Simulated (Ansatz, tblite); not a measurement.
**BMe2(dmap) (C₇H₁₈BNO): a ladder of methods and basis sets**

How do method and basis change the picture of BMe2(dmap) (C₇H₁₈BNO) (singlet)?

Method: as each input shows; program: Ansatz 0.2.0, Gaussian basis.

The runs, in order: GFN1-xTB, GFN2-xTB, PBE-D4/def2-TZVP, r2SCAN-D4/def2-TZVP, HF/def2-TZVP, ωB97X-V/def2-TZVP, PBE-D4/def2-SVP, PBE0-D4/def2-SVP, HF/STO-3G, MP2/def2-SVP.

2 further runs of the same task are left out: 2 set aside as unsound or not needed. Runs told in other sessions of the task aren't counted.

## Step 1: The structure

The geometry is that of the singlet, from an earlier relaxation (PBE-D4/def2-SVP).

28 atoms, charge 0, spin multiplicity 1.

Bond lengths: B1–C2 1.627 Å, B1–C6 1.613 Å, B1–O10 1.470 Å, B1–N14 1.759 Å, C2–H3 1.112 Å, C2–H4 1.111 Å, C2–H5 1.112 Å, C6–H7 1.110 Å, C6–H8 1.113 Å, C6–H9 1.111 Å, O10–C11 1.405 Å, C11–C12 1.529 Å, C11–C13 1.554 Å, C11–H17 1.120 Å, C12–H18 1.107 Å, C12–H19 1.111 Å, C12–H20 1.109 Å, C13–N14 1.490 Å and more. Angles: C2–B1–C6 113.1°, C2–B1–O10 115.4°, C2–B1–N14 107.7°, C6–B1–O10 112.3°, C6–B1–N14 110.7°, O10–B1–N14 96.1°, B1–C2–H3 116.4°, B1–C2–H4 106.6°, B1–C2–H5 114.0°, H3–C2–H4 105.6°, H3–C2–H5 107.4°, H4–C2–H5 106.0°, B1–C6–H7 114.0°, B1–C6–H8 113.4°, B1–C6–H9 108.7°, H7–C6–H8 108.2°, H7–C6–H9 106.3°, H8–C6–H9 105.7° and more.

PBE0-D4/def2-TZVP was run before; its log isn't repeated, and its numbers join the tables.

## Step 2: GFN1-xTB

Tight binding, by tblite at 300 K electronic temperature and without a spin-polarisation term:

```python
tblite.interface.Calculator('GFN1-xTB', numbers, positions, charge=0, uhf=0).singlepoint()
```

Energy -922.1490 eV, HOMO -10.78 eV, LUMO -4.12 eV; 0.033 s.

## Step 3: GFN2-xTB

Tight binding, by tblite at 300 K electronic temperature and without a spin-polarisation term:

```python
tblite.interface.Calculator('GFN2-xTB', numbers, positions, charge=0, uhf=0).singlepoint()
```

Energy -882.2282 eV, HOMO -9.36 eV, LUMO -1.32 eV; 0.021 s.

## Step 4: PBE-D4/def2-TZVP

start.molden holds the orbitals of an earlier run on this state, given as this run's starting guess.

Contents of in.yaml:

```yaml
crystal:
  periodic: [false, false, false]
  atoms:
    - {symbol: B, position_ang: [0.857200, 0.481112, 0.338376]}
    - {symbol: C, position_ang: [0.396741, 0.813113, 1.863128]}
    - {symbol: H, position_ang: [-0.697609, 0.817081, 2.059499]}
    - {symbol: H, position_ang: [0.744095, 1.845648, 2.082300]}
    - {symbol: H, position_ang: [0.869187, 0.160964, 2.629580]}
    - {symbol: C, position_ang: [2.450970, 0.284757, 0.186770]}
    - {symbol: H, position_ang: [2.796140, 0.186150, -0.863563]}
    - {symbol: H, position_ang: [2.846063, -0.580004, 0.764556]}
    - {symbol: H, position_ang: [2.961345, 1.180842, 0.599778]}
    - {symbol: O, position_ang: [0.302787, 1.368000, -0.694948]}
    - {symbol: C, position_ang: [-1.020602, 1.055316, -1.047856]}
    - {symbol: C, position_ang: [-2.029508, 2.105610, -0.581110]}
    - {symbol: C, position_ang: [-1.326413, -0.352360, -0.463962]}
    - {symbol: N, position_ang: [0.000847, -0.965982, -0.176911]}
    - {symbol: C, position_ang: [-0.075418, -2.034122, 0.836671]}
    - {symbol: C, position_ang: [0.606059, -1.488882, -1.423888]}
    - {symbol: H, position_ang: [-1.084599, 1.000612, -2.164667]}
    - {symbol: H, position_ang: [-1.763334, 3.092860, -1.006071]}
    - {symbol: H, position_ang: [-3.060888, 1.853925, -0.907980]}
    - {symbol: H, position_ang: [-2.018622, 2.194741, 0.524058]}
    - {symbol: H, position_ang: [-1.869824, -0.270108, 0.496731]}
    - {symbol: H, position_ang: [-1.922220, -0.995908, -1.145420]}
    - {symbol: H, position_ang: [-0.660212, -2.900209, 0.460515]}
    - {symbol: H, position_ang: [-0.547088, -1.640578, 1.753786]}
    - {symbol: H, position_ang: [0.950430, -2.368514, 1.082549]}
    - {symbol: H, position_ang: [0.744620, -0.652464, -2.131795]}
    - {symbol: H, position_ang: [1.595293, -1.924076, -1.195911]}
    - {symbol: H, position_ang: [-0.045441, -2.267504, -1.874223]}
basis:
  gaussian: {orbitals: def2-TZVP, initial_orbitals: start.molden}
hamiltonian: {xc: pbe, dispersion: d4}
scf: {omitted_lower_state_checks: [starts]}
output: {orbitals: {seedname: orbitals}}
```

Started as:

```bash
$ ansatz run in.yaml --threads 4 --pin off --events-out ev --progress --plain --max-ram 6963MiB
```

After this run come: r2SCAN-D4/def2-TZVP; HF/def2-TZVP; ωB97X-V/def2-TZVP; PBE-D4/def2-SVP; PBE0-D4/def2-SVP; HF/STO-3G; MP2/def2-SVP.

**Question.** What will the summary of the whole plan be? Wanted: gap in def2-TZVP, named functionals and Hartree-Fock, smallest and largest; correlation energy, MP2/def2-SVP; binding an atom, functionals in def2-TZVP; PBE0 total energy, smallest basis above largest.

As calculated:

| quantity | value |
| --- | --- |
| gap in def2-TZVP, named functionals and Hartree-Fock, smallest and largest | 4.87 eV (PBE-D4), 13.31 eV (HF) |
| correlation energy, MP2/def2-SVP | -39.99 eV |
| binding an atom, functionals in def2-TZVP | 4.14 (r2SCAN-D4) to 4.22 eV (PBE-D4) |
| PBE0 total energy, smallest basis above largest | 12.56 eV (def2-SVP, def2-TZVP) |

**Reading.** Orbital gaps of the named functionals and Hartree-Fock in def2-TZVP span 4.87 eV (PBE-D4) to 13.31 eV (HF); exact exchange widens it.
